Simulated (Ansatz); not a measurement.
# ScSi10: the cost of one run

Program: Ansatz 0.2.0. Level of theory: DFT PBE, scalar-relativistic, plane waves, PAW. These are calculated values, not measurements.

1 further run of the same task is left out (set aside as unsound or not needed).

### Step 1. The starting structure

It takes space group P-31m (No. 162, trigonal). Conventional cell: a = 5.881 Å, b = 5.881 Å, c = 6.452 Å, α = 90.00°, β = 90.00°, γ = 120.00°. Sc (site symmetry -3m) is surrounded by 6 Si at 2.78 Å. Si (site symmetry 3) is surrounded by 4 Si at 2.39 to 2.41 Å. Si (site symmetry m) is surrounded by 6 Si at 2.41 to 2.79 Å and 1 Sc at 2.78 Å.

As a file:

```cif
data_structure
_symmetry_space_group_name_H-M 'P-31m'
_symmetry_Int_Tables_number 162
_cell_length_a 5.8807
_cell_length_b 5.8807
_cell_length_c 6.4517
_cell_angle_alpha 90.000
_cell_angle_beta 90.000
_cell_angle_gamma 120.000
_cell_volume 193.22
loop_
_atom_site_label
_atom_site_type_symbol
_atom_site_symmetry_multiplicity
_atom_site_Wyckoff_symbol
_atom_site_fract_x
_atom_site_fract_y
_atom_site_fract_z
_atom_site_occupancy
Sc1 Sc 1 a 0.00000 0.00000 0.00000 1
Si1 Si 4 h 0.33333 0.66667 0.18507 1
Si2 Si 6 k 0.27417 0.00000 0.64882 1
```

The cell was relaxed beforehand at this level, from a generated guess; it needn't be the stable form of this composition. At a tolerance of 0.05 Å it has space group P-31m (No. 162); it has 17.57 Å³/atom, an uncorrected energy of +0.26 eV/atom over the elements.

### Step 2. Electronic structure at the relaxed geometry

File input.yaml:

```yaml
crystal:
  lattice:
    - [5.8806655229, 0.0, 0.0]
    - [-2.9403327614, 5.092805734, 0.0]
    - [0.0, 0.0, 6.4516929022]
  atoms:
    - { symbol: Sc, position: [0.0, 0.0, 0.0] }
    - { symbol: Si, position: [0.3333333333, 0.6666666667, 0.1850741832] }
    - { symbol: Si, position: [0.3333333333, 0.6666666667, 0.8149258168] }
    - { symbol: Si, position: [0.6666666667, 0.3333333333, 0.8149258168] }
    - { symbol: Si, position: [0.6666666667, 0.3333333333, 0.1850741832] }
    - { symbol: Si, position: [0.2741689619, 0.0, 0.6488229221] }
    - { symbol: Si, position: [0.0, 0.2741689619, 0.6488229221] }
    - { symbol: Si, position: [0.7258310381, 0.7258310381, 0.6488229221] }
    - { symbol: Si, position: [0.0, 0.7258310381, 0.3511770779] }
    - { symbol: Si, position: [0.7258310381, 0.0, 0.3511770779] }
    - { symbol: Si, position: [0.2741689619, 0.2741689619, 0.3511770779] }
basis:
  ecutwfc: 420
kpoints:
  mp_grid: { grid: [6, 6, 6] }
  band_path:
    path:
      - [[0.0, 0.0, 0.0], [0.5, 0.0, 0.0], [0.33333333, 0.33333333, 0.0], [0.0, 0.0, 0.0], [0.0, 0.0, 0.5], [0.5, 0.0, 0.5], [0.33333333, 0.33333333, 0.5], [0.0, 0.0, 0.5]]
      - [[0.5, 0.0, 0.5], [0.5, 0.0, 0.0]]
      - [[0.33333333, 0.33333333, 0.5], [0.33333333, 0.33333333, 0.0], [0.33333333, 0.33333333, -0.5]]
    npoints: 10
hamiltonian:
  xc: pbe
scf:
  occupations: { method: gaussian, width: 0.1 }
  n_extra_bands: 27
output:
  forces: true
  stress: true
  eigenvalues: true
  populations: true
  dos: { projected: true, de: 0.02, nscf_kmesh: { grid: [8, 8, 8] } }
  bader: false
  write_density: true
  write_potential: true
  elf: true
  volumetric_format: npy
```

Run with:

```sh
> ansatz run input.yaml --threads 1 --pin off --max-ram 2560MiB --backend cpu --events-out ev --progress --plain --runs-dir out
```

What time and memory should one allow on 1 thread of Arm Neoverse V1, shared host?

About 80 s, with a peak of 0.81 GiB.
